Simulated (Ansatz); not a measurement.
# CH₅AlFNO: one species, many methods

One table from this session's results is given with a row withheld; the runs are named, their logs left out.

Program: Ansatz 0.2.0, Gaussian basis. Level of theory: functionals in def2-TZVPP, the program's frozen cores in correlated methods. These are calculated values, not measurements.

The runs, in order: PBE-D4, r2SCAN-D4, PBE0-D4, B3LYP-D4, ωB97X-V, ωB97M-V, B2PLYP; CCSD(T)/def2-TZVPP; MP2/def2-QZVPP; extrapolation to the limit.

## Structure used throughout

An earlier PBE0-D4 in a triple-zeta def2 set relaxation fixed the geometry.

10 atoms, charge 0, spin multiplicity 1.

Atoms are counted from 1 here; the program's logs count them from 0.

Bond lengths: N1–C2 1.321 Å, N1–H6 1.004 Å, N1–H7 1.008 Å, C2–O4 1.236 Å, C2–H8 1.095 Å, F3–Al5 1.694 Å, O4–Al5 1.933 Å, Al5–H9 1.591 Å, Al5–H10 1.591 Å. Angles: C2–N1–H6 120.7°, C2–N1–H7 119.9°, H6–N1–H7 119.4°, N1–C2–O4 122.2°, N1–C2–H8 117.1°, O4–C2–H8 120.7°, C2–O4–Al5 121.5°, F3–Al5–O4 95.1°, F3–Al5–H9 114.1°, F3–Al5–H10 114.1°, O4–Al5–H9 103.3°, O4–Al5–H10 103.3°, H9–Al5–H10 121.6°.

Set-up of the first run:

Contents of in.yaml:

```yaml
crystal:
  periodic: [false, false, false]
  atoms:
    - {symbol: N, position_ang: [-0.310669, -0.980469, 1.831056]}
    - {symbol: C, position_ang: [-0.132426, -0.587796, 0.582164]}
    - {symbol: F, position_ang: [0.163892, -0.410780, -2.197831]}
    - {symbol: O, position_ang: [0.067121, 0.595452, 0.285676]}
    - {symbol: Al, position_ang: [0.325204, 1.145665, -1.549198]}
    - {symbol: H, position_ang: [-0.471231, -1.948096, 2.047078]}
    - {symbol: H, position_ang: [-0.285996, -0.304764, 2.578649]}
    - {symbol: H, position_ang: [-0.168130, -1.359220, -0.193679]}
    - {symbol: H, position_ang: [-0.920352, 2.096693, -1.823747]}
    - {symbol: H, position_ang: [1.815686, 1.702114, -1.557267]}
basis:
  gaussian: {orbitals: def2-TZVPP}
hamiltonian: {xc: pbe, dispersion: d4}
output: {forces: true, orbitals: {seedname: orbitals}}
```

The run is started by

```console
$ ansatz run in.yaml --threads 4 --pin off --events-out ev --progress --plain --max-ram 10444MiB
```

Among the steps run: PBE-D4 (GGA); r2SCAN-D4 (meta-GGA); PBE0-D4 (hybrid); B3LYP-D4 (hybrid); ωB97X-V (range-separated); ωB97M-V (range-separated); B2PLYP (double hybrid); CCSD(T) in def2-TZVPP; MP2 in def2-QZVPP.

One of the session's tables, all rows but one given; the rest of the session is left out.

| method | atomisation energy (eV) |
| --- | --- |
| PBE-D4 | 39.148 |
| r2SCAN-D4 | 38.454 |
| PBE0-D4 | 38.130 |
| B3LYP-D4 | 38.428 |
| ωB97X-V | ? |
| ωB97M-V | 38.534 |
| B2PLYP | 38.064 |
| HF/def2-TZVPP | 27.186 |
| MP2/def2-TZVPP | 38.155 |
| CCSD/def2-TZVPP | 36.696 |
| CCSD(T)/def2-TZVPP | 37.309 |
| MP2/CBS | 39.309 |
| CCSD(T)/CBS | 38.462 |

Q: Estimate the row for ωB97X-V from the others.

**Answer.** atomisation energy (eV): 38.533. In the column «atomisation energy (eV)» it lies between CCSD(T)/CBS (38.462) and ωB97M-V (38.534).

To keep in mind: Free atoms (1 N, 1 C, 1 F, 1 O, 1 Al, 5 H) were run apart at each level; the atomisation energy is their sum less the molecule, without zero-point or spin-orbit terms.
